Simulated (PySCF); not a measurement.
# C4H5F2GaO3: the cost of one run

Computed with PySCF 2.14.0, with density-fitted response routines of our own, on a single molecule, in the gas phase or a continuum. Atoms are numbered from 0 throughout.

## 1. The molecule as given

15 atoms, charge 0, multiplicity 1; geometry from: GFN2-xTB. The atoms were then displaced at random by about 0.01 Å, so the start is not that level's minimum.

Bonds of the start (Å): F0–C1 1.33, C1–F2 1.33, C1–O3 1.34, O3–C4 1.39, C4–O5 1.27, O5–Ga6 1.97, Ga6–O7 1.92, O7–C8 1.24, C8–C9 1.38, C9–C4 1.38, C1–H10 1.11, Ga6–H11 1.53, Ga6–H12 1.56, C8–H13 1.11, C9–H14 1.08.

## 2. Optimising the geometry at PBE0-D3(BJ)/def2-SVP

What the job is given:

```
{"job": {"xc": "PBE0", "basis": "def2-SVP", "d3": "d3bj", "grid": 1, "shake": 0.01, "kind": "geom"}, "charge": 0, "multiplicity": 1}
F      2.597190     2.358690    -1.338910
C      2.051390     1.486510    -0.500630
F      3.048200     0.704420    -0.094320
O      1.164230     0.756930    -1.198970
C      0.158680     0.103860    -0.502660
O      0.160630     0.223750     0.756820
Ga    -1.045070    -0.638030     2.048650
O     -1.995470    -1.387760     0.559730
C     -1.772930    -1.313370    -0.661080
C     -0.748100    -0.612300    -1.261960
H      1.631370     2.010130     0.389600
H     -0.269400    -1.730710     2.793050
H     -1.904330     0.506250     2.670790
H     -2.469340    -1.872060    -1.328370
H     -0.622380    -0.613690    -2.338990
```

Started as:

```sh
OMP_NUM_THREADS=1 python probes_run.py task.json out
```

This one command runs all jobs of the session in turn.

Q: Estimate the wall time and peak memory of this first job on 1 thread of Intel Xeon 6975P-C, shared host.

About 2 min, with a peak of 0.88 GiB.
